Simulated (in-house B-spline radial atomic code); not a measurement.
**Cu⁸⁺: density, ELF and screening along the radius**

Aim: the shell structure of Cu⁸⁺ in the radial density, the electron localisation function and the screened nuclear charge, under several settings.

Method: several methods, spin-polarised, as named in each step; spherical all-electron atom at the radial basis limit. Code: in-house B-spline radial atomic code version 1.

### Step 1. What is computed

```
element       : copper (Z = 29)
charge        : +8
electrons     : 21
configuration : [Ar] 3d3
nucleus       : point (non-relativistic runs) or finite (X2C runs)
```

Outer shells as boxes (Hund's rule):

[Ar] 3d3
```
[Ar] core
3d [↑ ][↑ ][↑ ][  ][  ]
```

Where spins are not typed, each open shell is filled with up spins first.

### Step 2. PBEsol, non-rel.

Settings of the run:

```ini
Z = 29
electrons = 21.0
configuration = [Ar] 3d3
hamiltonian = nr
method = pbesol
spin_polarised = True
```

Command:

```
$ python run_scf.py task.json out
```

The settings of every run stand in task.json; they run in order.

From the run's result record (rounded, not every field):

```text
{
  "status": "converged",
  "scf [iteration, energy, orbital gradient]": [
    [1, -1601.23645186, 0.984],
    [2, -1613.52913544, 0.48],
    [3, -1615.9142194, 0.155],
    [4, -1616.16608951, 0.0457],
    [5, -1616.18514522, 0.0193],
    [6, -1616.18994921, 0.000672],
    [7, -1616.18995348, 2.14e-05],
    [8, -1616.18995348, 9.59e-07],
    [9, -1616.18995348, 4.39e-08]
  ],
  "energy [hartree]": {"total": -1616.18995348, "kinetic": 1615.18904956, "nuclear": -3715.95846483, "coulomb": 543.954331803, "xc": -59.3748700116},
  "orbitals [hartree, bohr; first row names the columns]": [
    ["name", "occ", "eps", "<r>", "<r^2>", "<1/r>", "r_max", "density_at_nucleus", "spin_orbit_zeta"],
    ["1s up", 1.0, -328.4177, 0.052946, 0.0037568, 28.489, 0.034908, 7496.8, "-"],
    ["1s down", 1.0, -328.4172, 0.052945, 0.0037567, 28.489, 0.034908, 7496.9, "-"],
    ["2s up", 1.0, -45.701667, 0.23875, 0.067148, 6.1878, 0.20002, 702.28, "-"],
    ["2s down", 1.0, -45.584262, 0.23835, 0.066911, 6.1995, 0.19983, 705.01, "-"],
    ["2p up", 3.0, -40.982899, 0.20793, 0.052941, 6.1491, 0.15974, "-", 0.48302],
    ["2p down", 3.0, -40.895852, 0.20749, 0.052701, 6.1595, 0.15957, "-", 0.48483],
    ["3s up", 1.0, -10.799951, 0.67205, 0.51609, 2.1147, 0.6024, 120.19, "-"],
    ["3s down", 1.0, -10.609998, 0.67494, 0.52061, 2.1019, 0.60372, 118.42, "-"],
    ["3p up", 3.0, -9.2920169, 0.67685, 0.53121, 2.0252, 0.59518, "-", 0.075488],
    ["3p down", 3.0, -9.1015371, 0.68076, 0.53752, 2.0107, 0.59702, "-", 0.074142],
    ["3d up", 3.0, -6.7612152, 0.66629, 0.52959, 1.8401, 0.5262, "-", 0.0072444]
  ],
  "sum_r [bohr^k]": {"-1": 128.1365, "1": 9.247949, "2": 6.290138},
  "density_at_nucleus [bohr^-3]": 16639.61,
  "spin_density_at_nucleus [bohr^-3]": -1.0303,
  "mass_velocity [hartree]": -54.28301,
  "darwin [hartree]": 40.36377,
  "radius_at_0.001 [bohr]": 1.908,
  "radius_enclosing_fraction [bohr]": {"0.5": 0.3703, "0.9": 0.8904, "0.99": 1.339},
  "slater [hartree]": {
    "F0(3p up,3p up)": 1.3305,
    "F2(3p up,3p up)": 0.67335,
    "F0(3p up,3p down)": 1.3267,
    "F2(3p up,3p down)": 0.67159,
    "F0(3p up,3d up)": 1.3392,
    "F2(3p up,3d up)": 0.65439,
    "G1(3p up,3d up)": 0.77594,
    "G3(3p up,3d up)": 0.49094,
    "F0(3p down,3p down)": 1.323,
    "F2(3p down,3p down)": 0.66987,
    "F0(3p down,3d up)": 1.3353,
    "F2(3p down,3d up)": 0.65248,
    "F0(3d up,3d up)": 1.3641,
    "F2(3d up,3d up)": 0.67465,
    "F4(3d up,3d up)": 0.42927
  }
}
```

Wall time 0.07 s (1 thread, shared host).

radius_at_0.001 is where the density falls to 0.001 electrons per bohr³.

Fields along the radius, from the same record (one point in 2):

```csv
r (bohr),4πr²n (1/bohr),ELF,screened charge r·V (e),reduced gradient s,4πr²(n↑−n↓)
0.00552,4.626,0.9996,28.30,0.4081,-0.0002859
0.00781,8.110,0.9994,28.01,0.4260,-0.0005003
0.0110,13.38,0.9990,27.62,0.4519,-0.0008230
0.0156,20.65,0.9979,27.09,0.4911,-0.001264
0.0221,28.59,0.9940,26.38,0.5495,-0.001737
0.0313,34.23,0.9757,25.46,0.6342,-0.002031
0.0442,34.35,0.8629,24.32,0.7341,-0.001602
0.0625,29.93,0.4666,22.93,0.7410,0.002420
0.0884,28.74,0.2955,21.23,0.4600,0.02687
0.125,35.86,0.5920,19.20,0.2948,0.1444
0.177,39.80,0.8154,16.96,0.4464,0.5690
0.250,28.03,0.6487,14.79,0.7279,1.639
0.354,16.05,0.1773,12.68,0.5681,3.386
0.501,18.43,0.6027,10.59,0.2433,4.633
0.708,16.52,0.8261,8.941,0.5784,3.738
1.00,6.125,0.6428,8.179,1.300,1.557
1.42,0.7493,0.1049,8.013,3.592,0.2628
2.00,0.02641,0.001399,8.000,13.99,0.01432
```

### Step 3. LDA (VWN5), X2C

Settings of the run:

```ini
Z = 29
electrons = 21.0
configuration = [Ar] 3d3
hamiltonian = x2c
method = lda,vwn
spin_polarised = True
nucleus = fermi
rms_radius = 3.8823
mass_number = 63
atomic_mass = 62.929597119
speed_of_light = 137.035999084
```

Results of the run:

```text
{
  "status": "converged",
  "iterations": 9,
  "energy [hartree]": {"total": -1629.19178952, "kinetic": 1657.3511467, "nuclear": -3776.33370865, "coulomb": 548.622634095, "xc": -58.831861659},
  "orbitals [hartree, bohr; first row names the columns]": [
    ["name", "occ", "eps", "<r>"],
    ["1s up", 1.0, -331.56189, 0.051876],
    ["1s down", 1.0, -331.56044, 0.051875],
    ["2s up", 1.0, -46.438996, 0.23535],
    ["2s down", 1.0, -46.323307, 0.235],
    ["2p up", 3.0, -41.132125, 0.20657],
    ["2p down", 3.0, -41.043204, 0.20618],
    ["3s up", 1.0, -10.928794, 0.66506],
    ["3s down", 1.0, -10.742941, 0.66785],
    ["3p up", 3.0, -9.321439, 0.6742],
    ["3p down", 3.0, -9.1375451, 0.67798],
    ["3d up", 3.0, -6.7450284, 0.66727]
  ],
  "sum_r [bohr^k]": {"-1": 131.2907, "1": 9.203591, "2": 6.24659}
}
```

It took 0.13 s on 1 thread, shared host.

The record's radial tables, every 4th point:

```csv
r (bohr),4πr²n (1/bohr),ELF,screened charge r·V (e),reduced gradient s,4πr²(n↑−n↓)
0.00552,5.537,0.9996,28.28,0.5252,-0.0003215
0.0110,14.86,0.9990,27.60,0.5042,-0.0008572
0.0221,29.86,0.9936,26.34,0.5748,-0.001703
0.0441,34.39,0.8487,24.29,0.7464,-0.001543
0.0882,28.98,0.2997,21.19,0.4481,0.02718
0.176,39.94,0.8171,16.95,0.4511,0.5628
0.353,16.05,0.1772,12.67,0.5586,3.368
0.706,16.47,0.8247,8.941,0.5813,3.742
1.41,0.7847,0.1077,8.014,3.520,0.2815
```

### Step 4. PBE, X2C

Changes to the settings of step 3:

```diff
@@ -4,3 +4,3 @@
 hamiltonian = x2c
-method = lda,vwn
+method = pbe,pbe
 spin_polarised = True
```

Results of the run:

```text
{
  "status": "converged",
  "iterations": 9,
  "energy [hartree]": {"total": -1631.91298645, "kinetic": 1660.88095725, "nuclear": -3780.08045544, "coulomb": 548.890957275, "xc": -61.6044455336},
  "orbitals [hartree, bohr; first row names the columns]": [
    ["name", "occ", "eps", "<r>"],
    ["1s up", 1.0, -332.22363, 0.051794],
    ["1s down", 1.0, -332.22372, 0.051793],
    ["2s up", 1.0, -46.512164, 0.23488],
    ["2s down", 1.0, -46.401281, 0.23449],
    ["2p up", 3.0, -41.148053, 0.20637],
    ["2p down", 3.0, -41.064779, 0.20594],
    ["3s up", 1.0, -10.957941, 0.66386],
    ["3s down", 1.0, -10.764141, 0.66673],
    ["3p up", 3.0, -9.3315408, 0.67376],
    ["3p down", 3.0, -9.139171, 0.67771],
    ["3d up", 3.0, -6.7369516, 0.6682]
  ],
  "sum_r [bohr^k]": {"-1": 131.4248, "1": 9.199475, "2": 6.240265}
}
```

It took 0.12 s on 1 thread, shared host.

The record's radial tables, every 4th point:

```csv
r (bohr),4πr²n (1/bohr),ELF,screened charge r·V (e),reduced gradient s,4πr²(n↑−n↓)
0.00552,5.562,0.9996,28.28,0.5255,-0.0003175
0.0110,14.92,0.9990,27.60,0.5044,-0.0008452
0.0221,29.94,0.9936,26.34,0.5752,-0.001668
0.0441,34.41,0.8484,24.29,0.7477,-0.001445
0.0882,28.96,0.2989,21.19,0.4471,0.02702
0.176,40.01,0.8181,16.95,0.4514,0.5578
0.353,15.96,0.1750,12.67,0.5594,3.344
0.705,16.56,0.8253,8.943,0.5805,3.765
1.41,0.7811,0.1059,8.014,3.508,0.2815
```

### Step 5. Hartree-Fock, X2C

Changes to the settings of step 4:

```diff
@@ -4,3 +4,3 @@
 hamiltonian = x2c
-method = pbe,pbe
+method = hf
 spin_polarised = True
```

Results of the run:

```text
{
  "status": "converged",
  "iterations": 10,
  "energy [hartree]": {"total": -1631.1882658, "kinetic": 1660.91095149, "nuclear": -3780.0298812, "coulomb": 547.816578814, "exact_exchange": -59.8859149058},
  "orbitals [hartree, bohr; first row names the columns]": [
    ["name", "occ", "eps", "<r>"],
    ["1s up", 1.0, -339.84842, 0.051767],
    ["1s down", 1.0, -339.84706, 0.051765],
    ["2s up", 1.0, -49.288043, 0.23383],
    ["2s down", 1.0, -49.102162, 0.23315],
    ["2p up", 3.0, -43.411764, 0.20604],
    ["2p down", 3.0, -43.22987, 0.20511],
    ["3s up", 1.0, -12.039502, 0.66214],
    ["3s down", 1.0, -11.668518, 0.66638],
    ["3p up", 3.0, -10.142432, 0.67363],
    ["3p down", 3.0, -9.6942139, 0.68076],
    ["3d up", 3.0, -7.3430213, 0.66744]
  ],
  "sum_r [bohr^k]": {"-1": 131.4219, "1": 9.197984, "2": 6.231157}
}
```

It took 0.21 s on 1 thread, shared host.

The record's radial tables, every 4th point:

```csv
r (bohr),4πr²n (1/bohr),ELF,screened charge r·V (e),reduced gradient s,4πr²(n↑−n↓)
0.00552,5.556,0.9996,28.28,0.5243,-0.0002596
0.0110,14.92,0.9990,27.60,0.5034,-0.0006883
0.0221,29.96,0.9937,26.34,0.5746,-0.001320
0.0442,34.40,0.8479,24.28,0.7492,-0.0006583
0.0884,28.93,0.2973,21.18,0.4441,0.02957
0.177,40.03,0.8211,16.91,0.4547,0.5602
0.354,15.82,0.1698,12.66,0.5555,3.361
0.708,16.51,0.8260,8.926,0.5839,3.785
1.42,0.7236,0.09663,8.012,3.677,0.2514
```

### Step 6. The runs side by side

| run | total energy (hartree) | highest level (eV) | radius holding 50 / 90 / 99 % (bohr) | radius at n = 0.001 (bohr) | ELF minima on the full grid (bohr) |
| --- | --- | --- | --- | --- | --- |
| PBEsol, non-rel. | -1616.1900 | -183.98 | 0.370 / 0.890 / 1.34 | 1.91 | 0.088, 0.35 |
| LDA (VWN5), X2C | -1629.1918 | -183.54 | 0.368 / 0.888 / 1.34 | 1.91 | 0.088, 0.35 |
| PBE, X2C | -1631.9130 | -183.32 | 0.368 / 0.887 / 1.34 | 1.91 | 0.088, 0.35 |
| Hartree-Fock, X2C | -1631.1883 | -199.81 | 0.368 / 0.886 / 1.33 | 1.90 | 0.088, 0.35 |

In the first run ELF has 2 minima on the grid, which mark the borders between shells. On the record's full grid the screened charge (r times the electrostatic potential) falls from 28.9 near the nucleus to 8.00 at 2.4 bohr; far out it tends to the net charge, 8. The grid is coarse (about 19 % a step), so the places of minima are rough. For X2C runs ELF uses the non-relativistic kinetic energy density, and the fields carry no picture-change correction.
